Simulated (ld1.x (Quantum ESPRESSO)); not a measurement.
# A TM potential for Ge, from input to tests

Task: generate the file, and judge it by its errors in other configurations, its logarithmic derivatives, its ghosts and its cutoff.

The numbers are computed with ld1.x (Quantum ESPRESSO) 7.5 (BLYP, scalar-relativistic, spin-unpolarised reference atom).

## Step 1: Settings

The settings as typed:

```json
{
 "element": "germanium (Ge, Z = 32)",
 "type": "norm-conserving Troullier–Martins (Kleinman–Bylander form)",
 "frozen core": "[Ar]",
 "valence charge": "14",
 "reference configuration": "3d10 4s2 4p2",
 "partial waves": "4s (bound): rc 1.55 bohr; 3d (bound): rc 0.65 bohr; 4p (bound): rc 2.45 bohr",
 "local potential": "the p channel",
 "core correction": "not asked for"
}
```

The outer shells as boxes (Hund's rule for the drawing; the calculation is spin-unpolarised):

```
[Ar] core
3d [↑↓][↑↓][↑↓][↑↓][↑↓]
4s [↑↓]
4p [↑ ][↑ ][  ]
```

An earlier all-electron run gives the scale for the radii.

All-electron outer shells of the reference configuration (BLYP, scalar-relativistic, ld1.x):

```tsv
shell	level (eV)	outermost node (bohr)	outermost maximum (bohr)
3s	-168.14	0.26	0.54
3p	-115.38	0.23	0.54
3d	-29.18	–	0.50
4s	-11.67	0.77	1.73
4p	-3.79	0.82	2.19
```

## Step 2: Generating the potential

Contents of Ge.in:

```
 &input
   title='Ge', zed=32., rel=1, dft='BLYP', iswitch=3,
   config='[Ar] 3d10 4s2 4p2',
   nld=3, rlderiv=2.65, eminld=-4.0, emaxld=5.0, deld=0.02
 /
 &inputp
   pseudotype=2, tm=.true., lloc=1,
   nlcc=.false.,
   file_pseudopw='Ge.UPF', file_wfcaegen='ae.wfc', file_wfcncgen='nc.wfc', file_beta='beta', file_chi='chi'
 /
3
4S  1  0   2.00   0.00  1.55  1.55  0.0
3D  3  2  10.00   0.00  0.65  0.65  0.0
4P  2  1   2.00   0.00  2.45  2.45  0.0
 &test
   configts(1)='3d10 4s2 4p2'
 /
```

The run is started by

```console
ld1.x < Ge.in > Ge.out
```

The output, Ge.out (without the banner and most projector matrices):

```text
     Program LD1 v.7.5
     --------------------------- All-electron run ----------------------------

     Ge
     scalar relativistic calculation

     atomic number is 32.00
     dft =BLYP   lsd =0 sic =0 latt =0  beta=0.20 tr2=1.0E-14
     Exchange-correlation= BLYP
                           (   1   3   1   3   0   0   0)
     mesh =1207 r(mesh) = 100.41023 a.u. xmin = -7.00 dx = 0.01250
     1 Ry =  13.60569312 eV, c = 137.03599908

     n l     nl                  e(Ry)          e(Ha)          e(eV)
     1 0     1S 1( 2.00)      -805.8388      -402.9194    -10963.9953
     2 0     2S 1( 2.00)      -100.8396       -50.4198     -1371.9927
     2 1     2P 1( 6.00)       -88.1368       -44.0684     -1199.1620
     3 0     3S 1( 2.00)       -12.3584        -6.1792      -168.1447
     3 1     3P 1( 6.00)        -8.4801        -4.2400      -115.3776
     3 2     3D 1(10.00)        -2.1450        -1.0725       -29.1843
     4 0     4S 1( 2.00)        -0.8575        -0.4288       -11.6669
     4 1     4P 1( 2.00)        -0.2785        -0.1393        -3.7896

     final scf error:  2.9E-15 reached in  31 iterations

     Etot =   -4198.474940 Ry,   -2099.237470 Ha,  -57123.161622 eV

     Ekin =    4274.733159 Ry,    2137.366579 Ha,   58160.707541 eV
     Encl =  -10117.741792 Ry,   -5058.870896 Ha, -137658.889923 eV
     Eh   =    1804.335065 Ry,     902.167533 Ha,   24549.229192 eV
     Exc  =    -159.801372 Ry,     -79.900686 Ha,   -2174.208431 eV

     normalization and overlap integrals

     s(1S/1S) =  1.000000  <r> =   0.0470  <r2> =    0.0030  r(max) =   0.0309
     s(2S/2S) =  1.000000  <r> =   0.2101  <r2> =    0.0520  r(max) =   0.1754
     s(2P/2P) =  1.000000  <r> =   0.1837  <r2> =    0.0414  r(max) =   0.1418
     s(3S/3S) =  1.000000  <r> =   0.6243  <r2> =    0.4498  r(max) =   0.5402
     s(3P/3P) =  1.000000  <r> =   0.6471  <r2> =    0.4933  r(max) =   0.5402
     s(3D/3D) =  1.000000  <r> =   0.7372  <r2> =    0.6985  r(max) =   0.5012
     s(4S/4S) =  1.000000  <r> =   2.1086  <r2> =    5.1523  r(max) =   1.7277
     s(4P/4P) =  1.000000  <r> =   2.9147  <r2> =   10.2039  r(max) =   2.1908

     ------------------------ End of All-electron run ------------------------

     --------------------- Generating NC pseudopotential ---------------------

      Generating local pot.: lloc=1, matching radius rcloc =   2.4500

      Wfc   4S  rcut= 1.544  Using Troullier-Martins method

      Wfc   3D  rcut= 0.644  Using Troullier-Martins method

     ------------------- End of pseudopotential generation -------------------

     [... the all-electron block is printed once more ...]


     Computing logarithmic derivative in   2.65922
     Message from routine run_pseudo:
     Warning: convergence not achieved
     Computing logarithmic derivative in   2.65922
     Computing the partial wave expansion
     R is outside the sphere for l=    0 j= 0.00
       no projector for channel:   1
     R is outside the sphere for l=    2 j= 0.00

     ---------------------- Testing the pseudopotential ----------------------

     Ge
     scalar relativistic calculation

     atomic number is 32.00   valence charge is 14.00
     dft =BLYP   lsd =0 sic =0 latt =0  beta=0.20 tr2=1.0E-14
     mesh =1207 r(mesh) = 100.41023 xmin = -7.00 dx = 0.01250

     n l     nl             e AE (Ry)        e PS (Ry)    De AE-PS (Ry)
     3 2     3D   1(10.00)       -2.14500       -2.14488       -0.00013
     1 0     4S   1( 2.00)       -0.85750       -0.85751        0.00000
     2 1     4P   1( 2.00)       -0.27853       -0.27853        0.00000

     eps = 1.3E-10  iter =201

     Etot =   -4198.474940 Ry,   -2099.237470 Ha,  -57123.161622 eV
     Etotps =  -186.110818 Ry,     -93.055409 Ha,   -2532.166679 eV

     Ekin =     285.560225 Ry,     142.780113 Ha,    3885.244790 eV
     Encl =    -328.976320 Ry,    -164.488160 Ha,   -4475.950859 eV
     Ehrt =     169.199497 Ry,      84.599748 Ha,    2302.076432 eV
     Ecxc =     -23.213033 Ry,     -11.606516 Ha,    -315.829402 eV
     Epseu=    -288.681187 Ry,    -144.340593 Ha,   -3927.707640 eV

     ---------------------- End of pseudopotential test ----------------------
```

Run time: 4.4 s. Hardware: 1 thread, shared host. (Generation and the later configuration tests together.)

Partial waves on a coarse radial grid (AE all-electron, PS pseudo):

| r (bohr) | 4s AE | 4s PS |
| --- | --- | --- |
| 0.123 | 0.2040 | 0.0255 |
| 0.245 | 0.0128 | 0.0531 |
| 0.368 | -0.2793 | 0.0858 |
| 0.490 | -0.3467 | 0.1259 |
| 0.613 | -0.2389 | 0.1770 |
| 0.735 | -0.0541 | 0.2408 |
| 0.858 | 0.1459 | 0.3193 |
| 0.980 | 0.3255 | 0.4090 |
| 1.103 | 0.4745 | 0.5048 |
| 1.225 | 0.5876 | 0.5949 |
| 1.348 | 0.6690 | 0.6698 |
| 1.470 | 0.7215 | 0.7215 |
| 1.593 | 0.7506 | 0.7506 |
| 1.715 | 0.7606 | 0.7606 |
| 1.838 | 0.7557 | 0.7557 |
| 1.960 | 0.7394 | 0.7394 |
| 2.083 | 0.7145 | 0.7145 |
| 2.205 | 0.6839 | 0.6839 |
| 2.328 | 0.6490 | 0.6490 |
| 2.450 | 0.6121 | 0.6121 |
| 2.573 | 0.5736 | 0.5736 |
| 2.695 | 0.5353 | 0.5353 |
| 2.818 | 0.4972 | 0.4972 |
| 2.940 | 0.4605 | 0.4605 |
| 3.063 | 0.4249 | 0.4249 |
| 3.185 | 0.3912 | 0.3912 |

## Step 3: Transferability test

Contents of Ge.test.in:

```
 &input
   title='Ge', zed=32., rel=1, dft='BLYP', iswitch=2,
   config='[Ar] 3d10 4s2 4p2'
 /
 &test
   file_pseudo='Ge.UPF', nconf=8,
   configts(1)='3d10 4s2 4p2',
   configts(2)='3d10 4s2 4p1',
   configts(3)='3d10 4s2 4p0',
   configts(4)='3d10 4s1 4p0',
   configts(5)='3d10 4s0 4p4',
   configts(6)='3d10 4s0 4p0',
   configts(7)='3d10 4s1 4p3',
   configts(8)='3d10 4s2 4p1.5'
 /
```

The run is started by

```console
ld1.x < Ge.test.in > Ge.test.out
```

Ge.test.out, the pseudopotential blocks, each with the warnings that came before it:

```text
     Warning: convergence not achieved
     ---------------------- Testing the pseudopotential ----------------------

     Ge
     scalar relativistic calculation

     atomic number is 32.00   valence charge is 14.00
     dft =BLYP   lsd =0 sic =0 latt =0  beta=0.20 tr2=1.0E-14
     mesh =1207 r(mesh) = 100.41023 xmin = -7.00 dx = 0.01250

     n l     nl             e AE (Ry)        e PS (Ry)    De AE-PS (Ry)
     3 2     3D   1(10.00)       -2.14500       -2.14488       -0.00013
     1 0     4S   1( 2.00)       -0.85750       -0.85751        0.00000
     2 1     4P   1( 2.00)       -0.27853       -0.27853        0.00000

     eps = 7.5E-10  iter =201

     Etot =   -4198.474940 Ry,   -2099.237470 Ha,  -57123.161622 eV
     Etotps =  -186.110818 Ry,     -93.055409 Ha,   -2532.166679 eV

     Ekin =     285.560225 Ry,     142.780113 Ha,    3885.244790 eV
     Encl =    -328.976320 Ry,    -164.488160 Ha,   -4475.950859 eV
     Ehrt =     169.199497 Ry,      84.599748 Ha,    2302.076432 eV
     Ecxc =     -23.213033 Ry,     -11.606516 Ha,    -315.829402 eV
     Epseu=    -288.681187 Ry,    -144.340593 Ha,   -3927.707639 eV

     ---------------------- End of pseudopotential test ----------------------

     Warning: convergence not achieved
     ---------------------- Testing the pseudopotential ----------------------

     Ge
     scalar relativistic calculation

     atomic number is 32.00   valence charge is 14.00
     dft =BLYP   lsd =0 sic =0 latt =0  beta=0.20 tr2=1.0E-14
     mesh =1207 r(mesh) = 100.41023 xmin = -7.00 dx = 0.01250

     n l     nl             e AE (Ry)        e PS (Ry)    De AE-PS (Ry)
     3 2     3D   1(10.00)       -2.80732       -2.80454       -0.00277
     1 0     4S   1( 2.00)       -1.45757       -1.45738       -0.00019
     2 1     4P   1( 1.00)       -0.82313       -0.82307       -0.00006

     eps = 8.0E-10  iter =201

     Etot =   -4197.933693 Ry,   -2098.966846 Ha,  -57115.797576 eV
     Etotps =  -185.569548 Ry,     -92.784774 Ha,   -2524.802320 eV
     dEtot_ae =       0.541247 Ry
     dEtot_ps =       0.541270 Ry,   Delta E=      -0.000023 Ry

     Ekin =     285.414614 Ry,     142.707307 Ha,    3883.263652 eV
     Encl =    -319.704735 Ry,    -159.852367 Ha,   -4349.804513 eV
     Ehrt =     160.470699 Ry,      80.235350 Ha,    2183.315089 eV
     Ecxc =     -22.788016 Ry,     -11.394008 Ha,    -310.046749 eV
     Epseu=    -288.962110 Ry,    -144.481055 Ha,   -3931.529800 eV

     ---------------------- End of pseudopotential test ----------------------

     Warning: convergence not achieved
     Warning: n=3, l=2 expected 0 nodes, found 1
     ---------------------- Testing the pseudopotential ----------------------

     Ge
     scalar relativistic calculation

     atomic number is 32.00   valence charge is 14.00
     dft =BLYP   lsd =0 sic =0 latt =0  beta=0.20 tr2=1.0E-14
     mesh =1207 r(mesh) = 100.41023 xmin = -7.00 dx = 0.01250

     n l     nl             e AE (Ry)        e PS (Ry)    De AE-PS (Ry)
     3 2     3D   1(10.00)       -3.60826       -3.60272       -0.00554  !
     1 0     4S   1( 2.00)       -2.15557       -2.15564        0.00007
     2 1     4P   1( 0.00)       -1.46241       -1.46312        0.00072

     eps = 2.3E-10  iter =201

     Etot =   -4196.797639 Ry,   -2098.398819 Ha,  -57100.340772 eV
     Etotps =  -184.433134 Ry,     -92.216567 Ha,   -2509.340616 eV
     dEtot_ae =       1.677301 Ry
     dEtot_ps =       1.677685 Ry,   Delta E=      -0.000383 Ry

     Ekin =     285.303363 Ry,     142.651681 Ha,    3881.750002 eV
     Encl =    -308.499924 Ry,    -154.249962 Ha,   -4197.355291 eV
     Ehrt =     150.632256 Ry,      75.316128 Ha,    2049.456247 eV
     Ecxc =     -22.285190 Ry,     -11.142595 Ha,    -303.205461 eV
     Epseu=    -289.583638 Ry,    -144.791819 Ha,   -3939.986114 eV

     ---------------------- End of pseudopotential test ----------------------

     Warning: convergence not achieved
     ---------------------- Testing the pseudopotential ----------------------

     Ge
     scalar relativistic calculation

     atomic number is 32.00   valence charge is 14.00
     dft =BLYP   lsd =0 sic =0 latt =0  beta=0.20 tr2=1.0E-14
     mesh =1207 r(mesh) = 100.41023 xmin = -7.00 dx = 0.01250

     n l     nl             e AE (Ry)        e PS (Ry)    De AE-PS (Ry)
     3 2     3D   1(10.00)       -4.63205       -4.61969       -0.01236  !
     1 0     4S   1( 1.00)       -2.99073       -2.98774       -0.00299
     2 1     4P   1( 0.00)       -2.22818       -2.22917        0.00099

     eps = 2.7E-10  iter =201

     Etot =   -4194.229048 Ry,   -2097.114524 Ha,  -57065.393320 eV
     Etotps =  -181.865339 Ry,     -90.932669 Ha,   -2474.403988 eV
     dEtot_ae =       4.245892 Ry
     dEtot_ps =       4.245479 Ry,   Delta E=       0.000412 Ry

     Ekin =     286.201403 Ry,     143.100701 Ha,    3893.968455 eV
     Encl =    -294.358859 Ry,    -147.179429 Ha,   -4004.956302 eV
     Ehrt =     139.029628 Ry,      69.514814 Ha,    1891.594450 eV
     Ecxc =     -21.640511 Ry,     -10.820256 Ha,    -294.434154 eV
     Epseu=    -291.096999 Ry,    -145.548499 Ha,   -3960.576437 eV

     ---------------------- End of pseudopotential test ----------------------

     ---------------------- Testing the pseudopotential ----------------------

     Ge
     scalar relativistic calculation

     atomic number is 32.00   valence charge is 14.00
     dft =BLYP   lsd =0 sic =0 latt =0  beta=0.20 tr2=1.0E-14
     mesh =1207 r(mesh) = 100.41023 xmin = -7.00 dx = 0.01250

     n l     nl             e AE (Ry)        e PS (Ry)    De AE-PS (Ry)
     3 2     3D   1(10.00)       -2.38824       -2.38548       -0.00276
     1 0     4S   1( 0.00)       -0.99176       -0.99012       -0.00164
     2 1     4P   1( 4.00)       -0.37140       -0.37093       -0.00047

     eps = 4.0E-15  iter = 21

     Etot =   -4197.273831 Ry,   -2098.636915 Ha,  -57106.819694 eV
     Etotps =  -184.910659 Ry,     -92.455329 Ha,   -2515.837681 eV
     dEtot_ae =       1.201110 Ry
     dEtot_ps =       1.200159 Ry,   Delta E=       0.000950 Ry

     Ekin =     287.292076 Ry,     143.646038 Ha,    3908.807829 eV
     Encl =    -325.750393 Ry,    -162.875196 Ha,   -4432.059877 eV
     Ehrt =     166.321746 Ry,      83.160873 Ha,    2262.922635 eV
     Ecxc =     -23.017788 Ry,     -11.508894 Ha,    -313.172964 eV
     Epseu=    -289.756300 Ry,    -144.878150 Ha,   -3942.335305 eV

     ---------------------- End of pseudopotential test ----------------------

     ---------------------- Testing the pseudopotential ----------------------

     Ge
     scalar relativistic calculation

     atomic number is 32.00   valence charge is 14.00
     dft =BLYP   lsd =0 sic =0 latt =0  beta=0.20 tr2=1.0E-14
     mesh =1207 r(mesh) = 100.41023 xmin = -7.00 dx = 0.01250

     n l     nl             e AE (Ry)        e PS (Ry)    De AE-PS (Ry)
     3 2     3D   1(10.00)       -5.73242       -5.70532       -0.02710  !
     1 0     4S   1( 0.00)       -3.88177       -3.86750       -0.01427  !
     2 1     4P   1( 0.00)       -3.05578       -3.05226       -0.00352

     eps = 2.7E-15  iter = 19

     Etot =   -4190.799582 Ry,   -2095.399791 Ha,  -57018.733046 eV
     Etotps =  -178.443028 Ry,     -89.221514 Ha,   -2427.841077 eV
     dEtot_ae =       7.675359 Ry
     dEtot_ps =       7.667790 Ry,   Delta E=       0.007568 Ry

     Ekin =     287.198648 Ry,     143.599324 Ha,    3907.536676 eV
     Encl =    -279.303627 Ry,    -139.651813 Ha,   -3800.119435 eV
     Ehrt =     127.569089 Ry,      63.784545 Ha,    1735.665881 eV
     Ecxc =     -21.013380 Ry,     -10.506690 Ha,    -285.901606 eV
     Epseu=    -292.893758 Ry,    -146.446879 Ha,   -3985.022593 eV

     ---------------------- End of pseudopotential test ----------------------

     Warning: convergence not achieved
     ---------------------- Testing the pseudopotential ----------------------

     Ge
     scalar relativistic calculation

     atomic number is 32.00   valence charge is 14.00
     dft =BLYP   lsd =0 sic =0 latt =0  beta=0.20 tr2=1.0E-14
     mesh =1207 r(mesh) = 100.41023 xmin = -7.00 dx = 0.01250

     n l     nl             e AE (Ry)        e PS (Ry)    De AE-PS (Ry)
     3 2     3D   1(10.00)       -2.27125       -2.27040       -0.00084
     1 0     4S   1( 1.00)       -0.92824       -0.92761       -0.00062
     2 1     4P   1( 3.00)       -0.32718       -0.32703       -0.00015

     eps = 1.7E-10  iter =201

     Etot =   -4197.884699 Ry,   -2098.942350 Ha,  -57115.130983 eV
     Etotps =  -185.520743 Ry,     -92.760372 Ha,   -2524.138298 eV
     dEtot_ae =       0.590241 Ry
     dEtot_ps =       0.590075 Ry,   Delta E=       0.000166 Ry

     Ekin =     286.418651 Ry,     143.209326 Ha,    3896.924273 eV
     Encl =    -327.288610 Ry,    -163.644305 Ha,   -4452.988386 eV
     Ehrt =     167.684794 Ry,      83.842397 Ha,    2281.467846 eV
     Ecxc =     -23.107885 Ry,     -11.553943 Ha,    -314.398794 eV
     Epseu=    -289.227693 Ry,    -144.613847 Ha,   -3935.143237 eV

     ---------------------- End of pseudopotential test ----------------------

     Warning: convergence not achieved
     ---------------------- Testing the pseudopotential ----------------------

     Ge
     scalar relativistic calculation

     atomic number is 32.00   valence charge is 14.00
     dft =BLYP   lsd =0 sic =0 latt =0  beta=0.20 tr2=1.0E-14
     mesh =1207 r(mesh) = 100.41023 xmin = -7.00 dx = 0.01250

     n l     nl             e AE (Ry)        e PS (Ry)    De AE-PS (Ry)
     3 2     3D   1(10.00)       -2.45585       -2.45456       -0.00129
     1 0     4S   1( 2.00)       -1.14253       -1.14243       -0.00011
     2 1     4P   1( 1.50)       -0.53658       -0.53652       -0.00006

     eps = 1.1E-09  iter =201

     Etot =   -4198.272520 Ry,   -2099.136260 Ha,  -57120.407555 eV
     Etotps =  -185.908386 Ry,     -92.954193 Ha,   -2529.412447 eV
     dEtot_ae =       0.202420 Ry
     dEtot_ps =       0.202432 Ry,   Delta E=      -0.000012 Ry

     Ekin =     285.488214 Ry,     142.744107 Ha,    3884.265029 eV
     Encl =    -324.623372 Ry,    -162.311686 Ha,   -4416.725975 eV
     Ehrt =     165.024041 Ry,      82.512020 Ha,    2245.266454 eV
     Ecxc =     -23.013683 Ry,     -11.506842 Ha,    -313.117112 eV
     Epseu=    -288.783586 Ry,    -144.391793 Ha,   -3929.100843 eV

     ---------------------- End of pseudopotential test ----------------------
```

Excitation and ionisation energies from 3d10 4s2 4p2, with the error of the potential. A star marks tests that logged a warning. The frozen-core shift comes from a second all-electron run, not shown, with the core orbitals held at their reference shape; it is that run's ΔE less the relaxed one.

| valence configuration | charge | ΔE all-electron (eV) | error AE − PS (meV) | frozen-core shift (meV) |
| --- | --- | --- | --- | --- |
| 3d10 4s2 4p1 * | +1 | 7.364 | -0.3 | +0.8 |
| 3d10 4s2 4p0 * | +2 | 22.821 | -5.2 | +3.0 |
| 3d10 4s1 4p0 * | +3 | 57.768 | +5.6 | +11 |
| 3d10 4s0 4p4 | 0 | 16.342 | +13 | +1.8 |
| 3d10 4s0 4p0 | +4 | 104.429 | +103 | +31 |
| 3d10 4s1 4p3 * | 0 | 8.031 | +2.3 | +0.7 |
| 3d10 4s2 4p1.5 * | +0.5 | 2.754 | -0.2 | +0.3 |

## Step 4: Scattering by logarithmic derivatives

Taken from the files of the generation run. The phase is arctan(r·u′/u) with u = r·R, unwrapped, with energies in Ry. A pole is an energy at which the radial function vanishes at the test radius. The pseudo phase is shifted by a multiple of π to meet the all-electron one at the reference energy. Levels narrower than the energy grid can be missing from the poles. The last column is the largest difference on the grid between −1 and +1 Ry.

| channel | radius (bohr) | reference (Ry) | poles AE | poles PS | window around the reference with phases within 0.05 rad (Ry) | largest difference near zero (rad) |
| --- | --- | --- | --- | --- | --- | --- |
| s | 2.66 | -0.86 | -0.04 | -0.04 | below 2.2 | 0.005 |
| p | 2.66 | -0.28 | 1.06 | 1.03 | below 2.7 | 0.004 |
| d | 2.66 | -2.15 | -2.13, 3.01 | -2.13, 3.87 | below 0.1 | 0.314 |

Phases (rad) along the scan:

| E (Ry) | d AE | d PS | p AE | p PS |
| --- | --- | --- | --- | --- |
| -4.00 | 1.385 | 1.385 | 1.366 | 1.366 |
| -3.52 | 1.372 | 1.372 | 1.349 | 1.349 |
| -3.04 | 1.356 | 1.356 | 1.328 | 1.327 |
| -2.56 | 1.330 | 1.331 | 1.298 | 1.297 |
| -2.08 | -1.727 | -1.726 | 1.254 | 1.253 |
| -1.60 | -1.831 | -1.829 | 1.181 | 1.180 |
| -1.12 | -1.877 | -1.872 | 1.031 | 1.029 |
| -0.64 | -1.940 | -1.930 | 0.567 | 0.566 |
| -0.16 | -2.048 | -2.022 | -0.761 | -0.761 |
| 0.32 | -2.279 | -2.199 | -1.335 | -1.337 |
| 0.80 | -2.945 | -2.631 | -1.515 | -1.519 |
| 1.28 | -3.988 | -3.570 | -1.609 | -1.617 |
| 1.76 | -4.411 | -4.207 | -1.680 | -1.693 |
| 2.24 | -4.579 | -4.454 | -1.749 | -1.774 |
| 2.72 | -4.671 | -4.573 | -1.837 | -1.891 |
| 3.20 | -4.736 | -4.645 | -1.982 | -2.139 |
| 3.68 | -4.791 | -4.695 | -2.318 | -2.946 |
| 4.16 | -4.849 | -4.736 | -3.264 | -4.048 |
| 4.64 | -4.922 | -4.772 | -4.099 | -4.395 |

## Step 5: Plane-wave convergence, by spherical Bessel functions

This step uses the generator's waves and projectors in a separate script. Basis: spherical Bessel functions vanishing at 20 bohr, q² up to the cutoff; potential fixed at the reference.

All-electron valence levels (Ry): 4s -0.8575, 3d -2.1450, 4p -0.2785. The lowest levels of each channel (Ry) by cutoff; the last column sums, over occupied levels, occupation times the distance from the level at 400 Ry. A positive value at high cutoff is not a bound level.

| cutoff (Ry) | s #1 | s #2 | d #1 | p #1 | f #1 | Σ f·Δε (mRy) |
| --- | --- | --- | --- | --- | --- | --- |
| 8 | -122.4653 | -0.7898 | 0.0476 | -0.2765 | 0.1003 | 22007.7 |
| 18 | -215.5065 | -0.8514 | 0.0476 | -0.2784 | 0.1003 | 21880.4 |
| 35 | -244.7869 | -0.8561 | 0.0476 | -0.2785 | 0.1003 | 21870.4 |
| 55 | -261.1730 | -0.8573 | 0.0475 | -0.2785 | 0.1003 | 21866.9 |
| 90 | -265.9787 | -0.8575 | 0.0470 | -0.2785 | 0.1003 | 21861.8 |
| 140 | -266.4069 | -0.8575 | -0.1125 | -0.2785 | 0.1003 | 20266.9 |
| 230 | -266.4728 | -0.8575 | -1.6609 | -0.2785 | 0.1003 | 4782.9 |
| 400 | -266.4798 | -0.8575 | -2.1392 | -0.2785 | 0.1003 | 0.0 |

The sum stays within 10 mRy only somewhere over 300 Ry and within 1 mRy only somewhere over 300 Ry. The sum leaves out empty levels, which can need more. Ghost test: ghost state, bound below the all-electron valence or empty levels of the same l: s at -3625.6 eV.

## Step 6: What came out

| quantity | value |
| --- | --- |
| cutoffs for 10 and 1 mRy, occupied levels | over 300 Ry and over 300 Ry |
| bound ghosts | s at -3625.64 eV |
| largest test error (AE − PS) | +103 meV, for 3d10 4s0 4p0 |
| largest phase difference near zero energy, channels read | 0.314 rad |

It has a bound ghost (s), a state that the atom doesn't have, and that rules the file out. The worst unpolarised test, 3d10 4s0 4p0, is off by 103 meV on 104.4 eV; by total energies transferability rates as fair for so large an energy. That test lies far up in energy; among those under 40 eV, nearer to bonding, the largest error is 13 meV. The potential is very hard: the looser tolerance needs over 300 Ry. The slowest occupied level is 3d: taken alone it needs over 300 Ry to come within 1 mRy, against 40 Ry for 4s. Near zero energy the largest phase difference among the channels read is 0.31 rad, in the d channel. These are tests on the free atom; a crystal test is still owed.
